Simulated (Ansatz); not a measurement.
**CH7B2ClSi: a ladder of functionals and wavefunction methods**

The task here is to estimate one member of a computed series from the others.

Computed with Ansatz 0.2.0, Gaussian basis. Level: functionals in def2-TZVPP, the program's frozen cores in correlated methods.

Levels to be run: PBE-D4, r2SCAN-D4, PBE0-D4, B3LYP-D4, ωB97X-V, ωB97M-V, B2PLYP; CCSD(T)/def2-TZVPP; MP2/def2-QZVPP; extrapolation to the limit.

## The geometry

An earlier PBE0-D4 in a triple-zeta def2 set relaxation fixed the geometry.

SMILES `CBB([SiH3])Cl`, 12 atoms, charge 0, spin multiplicity 1.

Atoms are counted from 1 here; the program's logs count them from 0.

Bond lengths: C1–B2 1.560 Å, C1–H6 1.093 Å, C1–H7 1.102 Å, C1–H8 1.091 Å, B2–B3 1.653 Å, B2–H9 1.206 Å, B3–Si4 2.029 Å, B3–Cl5 1.757 Å, Si4–H10 1.489 Å, Si4–H11 1.489 Å, Si4–H12 1.491 Å. Angles: B2–C1–H6 113.2°, B2–C1–H7 104.3°, B2–C1–H8 116.3°, H6–C1–H7 105.2°, H6–C1–H8 109.9°, H7–C1–H8 107.0°, C1–B2–B3 125.1°, C1–B2–H9 117.5°, B3–B2–H9 117.4°, B2–B3–Si4 122.9°, B2–B3–Cl5 120.8°, Si4–B3–Cl5 116.3°, B3–Si4–H10 112.8°, B3–Si4–H11 110.2°, B3–Si4–H12 108.4°, H10–Si4–H11 108.6°, H10–Si4–H12 108.2°, H11–Si4–H12 108.6°.

The first run:

Contents of in.yaml:

```yaml
crystal:
  periodic: [false, false, false]
  atoms:
    - {symbol: C, position_ang: [-1.371272, 1.056356, -1.172339]}
    - {symbol: B, position_ang: [-1.141380, 0.021022, -0.028880]}
    - {symbol: B, position_ang: [0.177188, -0.017528, 0.967929]}
    - {symbol: Si, position_ang: [1.835663, -1.112764, 0.560793]}
    - {symbol: Cl, position_ang: [0.208355, 0.918489, 2.454652]}
    - {symbol: H, position_ang: [-1.837188, 0.621473, -2.060332]}
    - {symbol: H, position_ang: [-2.122924, 1.750891, -0.763266]}
    - {symbol: H, position_ang: [-0.507312, 1.655482, -1.462556]}
    - {symbol: H, position_ang: [-1.989157, -0.819136, 0.141051]}
    - {symbol: H, position_ang: [1.678227, -1.973447, -0.644006]}
    - {symbol: H, position_ang: [2.176672, -1.979296, 1.722765]}
    - {symbol: H, position_ang: [2.970030, -0.176744, 0.317888]}
basis:
  gaussian: {orbitals: def2-TZVPP}
hamiltonian: {xc: pbe, dispersion: d4}
output: {forces: true, orbitals: {seedname: orbitals}}
```

Started as:

```bash
$ ansatz run in.yaml --threads 4 --pin off --events-out ev --progress --plain --max-ram 10444MiB
```

Steps of the session up to this table: PBE-D4 (GGA); r2SCAN-D4 (meta-GGA); PBE0-D4 (hybrid); B3LYP-D4 (hybrid); ωB97X-V (range-separated); ωB97M-V (range-separated); B2PLYP (double hybrid); CCSD(T) in def2-TZVPP; MP2 in def2-QZVPP.

One table of the session follows, with a row left open; its other results are not shown here.

It belongs to the step «Atomisation energies». 

```
            method  atomisation energy (kJ/mol)
            PBE-D4                       4157.7
         r2SCAN-D4                       4145.0
           PBE0-D4                       4129.9
          B3LYP-D4                       4119.2
           ωB97X-V                       4128.1
           ωB97M-V                            ?
            B2PLYP                       4065.5
     HF/def2-TZVPP                       3204.2
    MP2/def2-TZVPP                       4035.5
   CCSD/def2-TZVPP                       3953.7
CCSD(T)/def2-TZVPP                       3999.1
           MP2/CBS                       4123.3
       CCSD(T)/CBS                       4086.9
```

Q: Estimate the row for ωB97M-V from the others.

**Answer.** atomisation energy (kJ/mol): 4123.8. In the column «atomisation energy (kJ/mol)» it lies between MP2/CBS (4123.3) and ωB97X-V (4128.1).
